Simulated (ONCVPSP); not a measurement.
# An ONCV potential for chlorine, from input to tests

Task: generate the file, and judge it by its errors in other configurations, its logarithmic derivatives, its ghosts and its cutoff.

Method: ONCVPSP 4.0.1.1 (patched build), PBE, scalar-relativistic.

## 1. The design

The settings as typed:

| Item | Value |
| --- | --- |
| element | chlorine (Cl, Z = 17) |
| type | optimised norm-conserving Vanderbilt (ONCV) |
| frozen core | [Ne] |
| valence charge | 7 |
| reference configuration | 3s1.75 3p5.25 |
| partial waves | 3s: rc 1.00 bohr, ncon 3, nbas 6, qcut 5.4 1/bohr, 2 projectors, debl 1.7 Ha; 3p: rc 1.15 bohr, ncon 3, nbas 8, qcut 8 1/bohr, 2 projectors, debl 1.8 Ha |
| local potential | polynomial inside 0.60 bohr (lpopt 4, dvloc0 1 Ha) |
| core correction | Teter function, fcfact 4.25, rcfact 1.35 |

## 2. The generation run

Cl.dat

```
# ATOM AND REFERENCE CONFIGURATION
# atsym  z   nc   nv     iexc    psfile
  Cl 17.00    3    2        4      upf
#
#   n    l    f
    1    0    2.00
    2    0    2.00
    2    1    6.00
    3    0    1.75
    3    1    5.25
#
# PSEUDOPOTENTIAL AND OPTIMIZATION
# lmax
    1
#
#   l,   rc,      ep,       ncon, nbas, qcut
    0    1.00    0.00    3    6    5.40
    1    1.15    0.00    3    8    8.00
#
# LOCAL POTENTIAL
# lloc, lpopt,  rc(5),   dvloc0
    4    4    0.60    1.00
#
# VANDERBILT-KLEINMAN-BYLANDER PROJECTORs
# l, nproj, debl
    0    2    1.70
    1    2    1.80
#
# MODEL CORE CHARGE
# icmod, fcfact, rcfact
    3    4.25    1.35
#
# LOG DERIVATIVE ANALYSIS
# epsh1, epsh2, depsh
   -2.00    5.00    0.02
#
# OUTPUT GRID
# rlmax, drl
    6.00    0.01
#
# TEST CONFIGURATIONS
# ncnf
    4
# nvcnf
#   n    l    f
    2
    3    0    2.00
    3    1    5.00
#
    2
    3    0    2.00
    3    1    4.00
#
    2
    3    0    2.00
    3    1    3.00
#
    2
    3    0    2.00
    3    1    1.00
#
```

On the command line:

```bash
$ oncvpsp.x < Cl.dat > Cl.out
```

Before running it: what results should come out? Wanted: cutoffs for 1 and 0.1 mHa per electron, occupied waves; bound ghosts; GHOST(+) flags; largest test error; largest phase difference near zero energy, channels read; rms error of d²Exc/dn², without and with the model core.

As calculated:

| quantity | value |
| --- | --- |
| cutoffs for 1 and 0.1 mHa per electron, occupied waves | 45 Ha and 138 Ha |
| bound ghosts | s at -293.75 eV |
| GHOST(+) flags | none at low energy |
| largest test error (AE − PS) | +117 meV, for 3s2 3p1 |
| largest phase difference near zero energy, channels read | 0.000 rad |
| rms error of d²Exc/dn², without and with the model core | 1.41 and 0.36 mHa |

A bound ghost (s) makes it unfit for use: electrons can fall into a state that the atom doesn't have. By total energies transferability is fair for so large an energy: the largest error is 117 meV on 126.8 eV, for 3s2 3p1. That test lies far up in energy; among those under 40 eV, nearer to bonding, the largest error is 8.2 meV. The potential is hard: the looser tolerance needs 45 Ha. The tighter tolerance needs 138 Ha, and converged work needs a cutoff nearer that. At the looser tolerance the 3s wave is the slowest; 3p needs 12 Ha. Near zero energy the phases of the channels with partial waves agree within 0.001 rad.
